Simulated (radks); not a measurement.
**The Coulomb parameter U of the 3d shell of Cu²⁺**

Aim: U as the second difference [E(n + 0.5) + E(n − 0.5) − 2E(n)]/0.5², with all orbitals relaxed. Bare: the atom's charge changes with n. Screened: the 4s shell takes up the change. The start is a model configuration, not necessarily the ground state.

Method: scalar-relativistic Kohn-Sham, PBEsol, spin-unpolarised, spherical densities, finite nucleus. Code: radks (a radial shooting solver on a logarithmic mesh, Libxc functionals) version 1.

## 1. The atom as given

| Quantity | Value |
| --- | --- |
| element | copper (Z = 29) |
| charge | +2 |
| electrons | 27 |
| configuration | [Ar] 3d8 4s1 |
| nuclear rms radius | 3.8823 fm |

Outer shells as boxes (Hund's rule):

Cu²⁺
```
[Ar] core
3d [↑↓][↑↓][↑↓][↑ ][↑ ]
4s [↑ ]
```

In the logs a row gives level, spin channel, occupation and eigenvalue; Etot, Ekin, Encl (electron-nucleus), Eh (Hartree) and Exc are energies, all in hartree; err is the last residual, it the number of iterations.

## 2. Start: [Ar] 3d8 4s1

Input:

```text
Z 29
configuration [Ar] 3d8 4s1
relativity scalar-relativistic
functional pbe_sol,pbe_sol
spin unpolarised
nucleus finite rms 3.8823 fm
c 137.035999084
```

Standard output:

```text
1s      1   2.0000        -326.21004990
2s      1   2.0000         -40.28258573
2p      1   6.0000         -34.94979005
3s      1   2.0000          -5.42994559
3p      1   6.0000          -3.86035927
3d      1   8.0000          -1.34147630
4s      1   1.0000          -0.90404811
Etot -1652.0489346219754
Ekin 1676.542243977683
Encl -3947.421122394573
Eh 683.9174685744221
Exc -65.0875247795073
err 4.483179780457674e-09
it 14
```

The top filled level is 4s, -24.600 eV.

Sizes of the orbitals, from the radial functions (bohr):

| level | occupation | energy (eV) | <r> | outermost maximum (interpolated) | 90 % within | nodes |
| --- | --- | --- | --- | --- | --- | --- |
| 1s | 2 | -8876.6 | 0.05217 | 0.0341 | 0.0932 | 0 |
| 2s | 2 | -1096.1 | 0.2354 | 0.197 | 0.364 | 1 |
| 2p | 6 | -951.03 | 0.2066 | 0.158 | 0.338 | 0 |
| 3s | 2 | -147.76 | 0.7061 | 0.612 | 1.06 | 2 |
| 3p | 6 | -105.05 | 0.7376 | 0.617 | 1.14 | 1 |
| 3d | 8 | -36.503 | 0.8699 | 0.587 | 1.49 | 0 |
| 4s | 1 | -24.600 | 2.186 | 1.89 | 3.23 | 3 |

Radial density 4πr²ρ:

| r (bohr) | 4πr²ρ (e/bohr) |
| --- | --- |
| 0.00226 | 1.070 |
| 0.00337 | 2.192 |
| 0.00499 | 4.295 |
| 0.00744 | 8.142 |
| 0.0110 | 14.25 |
| 0.0164 | 22.80 |
| 0.0243 | 31.30 |
| 0.0363 | 35.32 |
| 0.0537 | 31.86 |
| 0.0801 | 28.05 |
| 0.118 | 34.54 |
| 0.177 | 39.93 |
| 0.262 | 26.77 |
| 0.390 | 17.64 |
| 0.578 | 22.26 |
| 0.862 | 15.36 |
| 1.28 | 5.161 |
| 1.90 | 1.402 |
| 2.82 | 0.3654 |
| 4.20 | 0.03461 |

## 3. Bare +0.5: [Ar] 3d8.5 4s1

Changes since step 2:

```diff
@@ -1,3 +1,3 @@
 Z 29
-configuration [Ar] 3d8 4s1
+configuration [Ar] 3d8.5 4s1
 relativity scalar-relativistic
```

Standard output:

```text
1s      1   2.0000        -325.84139192
2s      1   2.0000         -39.90212041
2p      1   6.0000         -34.57042104
3s      1   2.0000          -5.07159948
3p      1   6.0000          -3.50585534
3d      1   8.5000          -1.00269140
4s      1   1.0000          -0.69353519
Etot -1652.6337386508617
Ekin 1677.0999587239858
Encl -3957.964286541486
Eh 693.6457713728599
Exc -65.4151822062212
err 1.795582343076154e-09
it 15
```

Energy against step 2 (start: [Ar] 3d8 4s1): -15.913 eV. Highest occupied level: 4s at -18.872 eV.

## 4. Bare -0.5: [Ar] 3d7.5 4s1

Changes since step 3:

```diff
@@ -1,3 +1,3 @@
 Z 29
-configuration [Ar] 3d8.5 4s1
+configuration [Ar] 3d7.5 4s1
 relativity scalar-relativistic
```

Standard output:

```text
1s      1   2.0000        -326.61208189
2s      1   2.0000         -40.69807720
2p      1   6.0000         -35.36412153
3s      1   2.0000          -5.81553753
3p      1   6.0000          -4.24158837
3d      1   7.5000          -1.70753194
4s      1   1.0000          -1.12926409
Etot -1651.2878313756742
Ekin 1675.8103703491954
Encl -3935.932945292119
Eh 673.5597829212069
Exc -64.72503935395798
err 8.835961967820906e-10
it 15
```

E − E(step 2, start: [Ar] 3d8 4s1) = +20.711 eV. Highest occupied level: 4s at -30.729 eV.

## 5. Screened +0.5: [Ar] 3d8.5 4s0.5

Changes since step 4:

```diff
@@ -1,3 +1,3 @@
 Z 29
-configuration [Ar] 3d7.5 4s1
+configuration [Ar] 3d8.5 4s0.5
 relativity scalar-relativistic
```

Standard output:

```text
1s      1   2.0000        -326.05513472
2s      1   2.0000         -40.11012465
2p      1   6.0000         -34.77890513
3s      1   2.0000          -5.28230462
3p      1   6.0000          -3.71660011
3d      1   8.5000          -1.21061249
4s      1   0.5000          -0.85877454
Etot -1652.2459138551417
Ekin 1676.7163784831637
Encl -3951.602571781823
Eh 687.935507395992
Exc -65.29522795247439
err 9.52843817990732e-10
it 15
```

Energy against step 2 (start: [Ar] 3d8 4s1): -5.360 eV. The top filled level is 4s, -23.368 eV.

## 6. Screened -0.5: [Ar] 3d7.5 4s1.5

Changes since step 5:

```diff
@@ -1,3 +1,3 @@
 Z 29
-configuration [Ar] 3d8.5 4s0.5
+configuration [Ar] 3d7.5 4s1.5
 relativity scalar-relativistic
```

Standard output:

```text
1s      1   2.0000        -326.37578760
2s      1   2.0000         -40.46754986
2p      1   6.0000         -35.13309651
3s      1   2.0000          -5.58485398
3p      1   6.0000          -4.01115201
3d      1   7.5000          -1.48001334
4s      1   1.5000          -0.94889162
Etot -1651.8071533416867
Ekin 1676.3241444245773
Encl -3942.962733889896
Eh 679.703204364616
Exc -64.87176824098394
err 3.6092327985016405e-09
it 14
```

E − E(step 2, start: [Ar] 3d8 4s1) = +6.579 eV. 4s is the highest filled level (-25.821 eV).

## 7. What came out

| quantity | value (eV) |
| --- | --- |
| U, bare | 19.189 |
| U, screened by 4s | 4.877 |
| F0(3d,3d), frozen orbitals | 29.045 |

In words: Relaxing the orbitals brings U down to 66 % of the Slater integral F0. Letting 4s compensate leaves 25 % of the bare value; this second difference measures U(3d,3d) + U(4s,4s) − 2U(3d,4s). A solid screens further than the bare atom, so the bare value is an upper guide for the U of a crystal.
